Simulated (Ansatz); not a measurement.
Consider the interaction energy of a dimer with the counterpoise correction of CH₂Br₂, SMILES BrCBr (Ansatz's Python interface).

Script `ch2br2.py`:
```python
"""Binding of a CH2Br2 dimer at a trial geometry."""

import ansatz as az

FIRST = [
    ("Br", (-0.5674, -0.9089, 1.5251)),
    ("C", (-0.1254, 0.1272, -0.0706)),
    ("Br", (1.5915, -0.3366, -0.7696)),
    ("H", (-0.041, 1.2025, 0.1793)),
    ("H", (-0.8578, -0.0844, -0.8641)),
]
SECOND = [
    ("Br", (2.1671, 4.2691, 1.9785)),
    ("C", (3.7869, 3.1868, 1.8365)),
    ("Br", (3.3904, 1.3532, 1.4733)),
    ("H", (4.3233, 3.1672, 2.8049)),
    ("H", (4.4023, 3.5494, 0.9994)),
]

def energy(atoms, ghosts=()):
    molecule = az.Crystal.molecule()
    for symbol, xyz in atoms:
        molecule = molecule.atom(symbol, xyz)
    calc = (
        molecule.calculation()
        .basis(gaussian="def2-SVP")
        .correlation("MP2")
    )
    deck = calc.input()
    if ghosts:
        deck = deck.set(az.key.basis.gaussian.ghost_atoms, [{"symbol": s, "position_ang": list(xyz)} for s, xyz in ghosts])
    return az.Session.from_dict(deck).plan().execute().report["free_energy_ev"]


def main() -> None:
    # monomers in their own basis and in the basis of the dimer
    both = energy(FIRST + SECOND)
    alone = energy(FIRST) + energy(SECOND)
    ghosted = energy(FIRST, SECOND) + energy(SECOND, FIRST)
    print(f"dimer {both:.6f} eV")
    print(f"interaction, uncorrected   {23.060548 * (both - alone):8.3f} kcal/mol")
    print(f"interaction, counterpoise  {23.060548 * (both - ghosted):8.3f} kcal/mol")
    print(f"basis-set superposition    {23.060548 * (alone - ghosted):8.3f} kcal/mol")


if __name__ == "__main__":
    main()
```

How large is the interaction at this pose, and how much of it is basis-set superposition?

Uncorrected it is 0.502 kcal/mol, with the counterpoise correction 2.217 kcal/mol; the difference, 1.72 kcal/mol, is the superposition error. In this basis both values are repulsive.

The run itself:

```console
$ python ch2br2.py
dimer -282116.477337 eV
interaction, uncorrected      0.502 kcal/mol
interaction, counterpoise     2.217 kcal/mol
basis-set superposition       1.714 kcal/mol
```

Total energies depend on the basis set; only differences at equal settings carry meaning. The dimer is a generated trial pose of unrelaxed monomers, not a minimum, so the figure is no binding energy, and the basis set is small. Wall time of the script: 22 s on 1 thread of Intel(R) Xeon(R) Processor @ 2.30GHz, on a shared host, peak memory 0.67 GiB.
